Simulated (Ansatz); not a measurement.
# C5H15FN2SeTi: a ladder of functionals and wavefunction methods

The task here is to estimate one member of a computed series from the others.

Method: functionals in def2-TZVPP, the program's frozen cores in correlated methods; program: Ansatz 0.2.0, Gaussian basis.

The runs, in order: LDA (SPW92), PBE-D4, revPBE-D4, BLYP-D4, r2SCAN-D4, B97M-V, PBE0-D4, B3LYP-D4, r2SCANh-D4, r2SCAN0-D4, HSE06-D4, BHLYP-D4, CAM-B3LYP-D4, LC-ωPBE, ωB97X-V, ωB97M-V, B2PLYP, PBE-QIDH; CCSD(T)/def2-SVP; CCSD(T)/def2-TZVPP; MP2/def2-QZVPP; extrapolation to the limit; RPA on PBE.

### The relaxed structure

All runs share one geometry, relaxed beforehand with PBE0-D4 in a triple-zeta def2 set.

SMILES `C[Se][Ti]([F])([N](C)C)[N](C)C`, 25 atoms, charge 0, spin multiplicity 1.

Atoms are counted from 1 here; the program's logs count them from 0.

Bond lengths: C1–Se2 1.965 Å, C1–H11 1.088 Å, C1–H12 1.089 Å, C1–H13 1.089 Å, Se2–Ti3 2.443 Å, Ti3–F4 1.783 Å, Ti3–N5 1.863 Å, Ti3–N8 1.870 Å, N5–C6 1.446 Å, N5–C7 1.438 Å, C6–H14 1.098 Å, C6–H15 1.094 Å, C6–H16 1.098 Å, C7–H17 1.099 Å, C7–H18 1.091 Å, C7–H19 1.098 Å, N8–C9 1.442 Å, N8–C10 1.443 Å and more. Angles: Se2–C1–H11 110.2°, Se2–C1–H12 110.2°, Se2–C1–H13 107.4°, H11–C1–H12 110.2°, H11–C1–H13 109.4°, H12–C1–H13 109.5°, C1–Se2–Ti3 97.6°, Se2–Ti3–F4 112.1°, Se2–Ti3–N5 99.9°, Se2–Ti3–N8 107.1°, F4–Ti3–N5 114.0°, F4–Ti3–N8 111.1°, N5–Ti3–N8 112.0°, Ti3–N5–C6 115.9°, Ti3–N5–C7 130.5°, C6–N5–C7 113.5°, N5–C6–H14 111.2°, N5–C6–H15 110.9° and more.

As a file:

```xyz
25

C    -1.12422   -2.26252   -2.32864
Se   -0.34750   -0.45953   -2.41964
Ti   -0.73203    0.17473   -0.09226
F    -2.46254    0.13223    0.33691
N     0.00454    1.88597   -0.10114
C    -0.86131    2.94378   -0.57213
C     1.32052    2.33903    0.25967
N     0.25553   -1.00644    0.96907
C     1.63733   -1.33204    0.71837
C    -0.30714   -1.71456    2.09400
H    -2.18195   -2.20402   -2.07945
H    -0.59648   -2.86137   -1.58853
H    -1.00939   -2.71659   -3.31163
H    -1.00057    3.71531    0.19659
H    -1.84809    2.55212   -0.83618
H    -0.44530    3.42303   -1.46762
H     1.27434    3.08792    1.06209
H     1.93402    1.50802    0.60983
H     1.82723    2.80154   -0.59793
H     1.76471   -2.41255    0.56406
H     2.27715   -1.03888    1.56266
H     1.99621   -0.82895   -0.18175
H    -1.35796   -1.45161    2.23168
H    -0.24463   -2.80190    1.94931
H     0.22754   -1.47272    3.02263
```

Set-up of the first run:

File in.yaml:

```yaml
crystal:
  periodic: [false, false, false]
  atoms:
    - {symbol: C, position_ang: [-1.124218, -2.262522, -2.328642]}
    - {symbol: Se, position_ang: [-0.347501, -0.459529, -2.419637]}
    - {symbol: Ti, position_ang: [-0.732028, 0.174727, -0.092260]}
    - {symbol: F, position_ang: [-2.462536, 0.132230, 0.336912]}
    - {symbol: N, position_ang: [0.004536, 1.885972, -0.101138]}
    - {symbol: C, position_ang: [-0.861314, 2.943784, -0.572130]}
    - {symbol: C, position_ang: [1.320522, 2.339031, 0.259675]}
    - {symbol: N, position_ang: [0.255526, -1.006439, 0.969071]}
    - {symbol: C, position_ang: [1.637335, -1.332036, 0.718372]}
    - {symbol: C, position_ang: [-0.307136, -1.714565, 2.094003]}
    - {symbol: H, position_ang: [-2.181949, -2.204019, -2.079453]}
    - {symbol: H, position_ang: [-0.596480, -2.861375, -1.588526]}
    - {symbol: H, position_ang: [-1.009391, -2.716592, -3.311635]}
    - {symbol: H, position_ang: [-1.000566, 3.715314, 0.196585]}
    - {symbol: H, position_ang: [-1.848088, 2.552121, -0.836185]}
    - {symbol: H, position_ang: [-0.445303, 3.423031, -1.467622]}
    - {symbol: H, position_ang: [1.274340, 3.087918, 1.062094]}
    - {symbol: H, position_ang: [1.934017, 1.508018, 0.609828]}
    - {symbol: H, position_ang: [1.827226, 2.801539, -0.597928]}
    - {symbol: H, position_ang: [1.764708, -2.412546, 0.564062]}
    - {symbol: H, position_ang: [2.277146, -1.038876, 1.562660]}
    - {symbol: H, position_ang: [1.996213, -0.828949, -0.181751]}
    - {symbol: H, position_ang: [-1.357962, -1.451612, 2.231684]}
    - {symbol: H, position_ang: [-0.244635, -2.801895, 1.949312]}
    - {symbol: H, position_ang: [0.227537, -1.472720, 3.022630]}
basis:
  gaussian: {orbitals: def2-TZVPP}
hamiltonian: {xc: lda}
output: {orbitals: {seedname: orbitals}}
```

Run with:

```bash
$ ansatz run in.yaml --threads 11 --pin off --events-out ev --progress --plain --max-ram 166912MiB --backend cuda --devices 0, --max-vram 75GiB
```

Steps of the session up to this table: LDA; PBE-D4 (GGA); revPBE-D4 (GGA); BLYP-D4 (GGA); r2SCAN-D4 (meta-GGA); B97M-V (meta-GGA); B3LYP-D4 (hybrid); r2SCANh-D4 (hybrid); r2SCAN0-D4 (hybrid); HSE06-D4 (hybrid); BHLYP-D4 (hybrid); CAM-B3LYP-D4 (range-separated); LC-ωPBE (range-separated); ωB97X-V (range-separated); ωB97M-V (range-separated); B2PLYP (double hybrid); PBE-QIDH (double hybrid).

One table of the session follows, with a row left open; its other results are not shown here.

It belongs to the step «Frontier levels by functional». 

```
  functional  HOMO (eV)  gap (eV)
 LDA (SPW92)      -5.09      2.63
      PBE-D4      -4.94      2.71
   revPBE-D4      -4.88      2.73
     BLYP-D4      -4.79      2.67
   r2SCAN-D4      -5.18      3.04
      B97M-V      -5.29      3.09
     PBE0-D4      -6.05      4.77
    B3LYP-D4      -5.83      4.30
  r2SCANh-D4      -5.59      3.82
  r2SCAN0-D4      -6.21      5.00
    HSE06-D4      -5.65      4.00
    BHLYP-D4      -7.04      6.85
CAM-B3LYP-D4      -7.29      7.10
     LC-ωPBE      -8.58      9.49
     ωB97X-V      -8.27      9.14
     ωB97M-V          ?         ?
```

Q: Estimate the row for ωB97M-V from the others.

**Answer.** HOMO (eV): -8.17; gap (eV): 8.98. In the column «HOMO (eV)» it lies between ωB97X-V (-8.27) and CAM-B3LYP-D4 (-7.29).
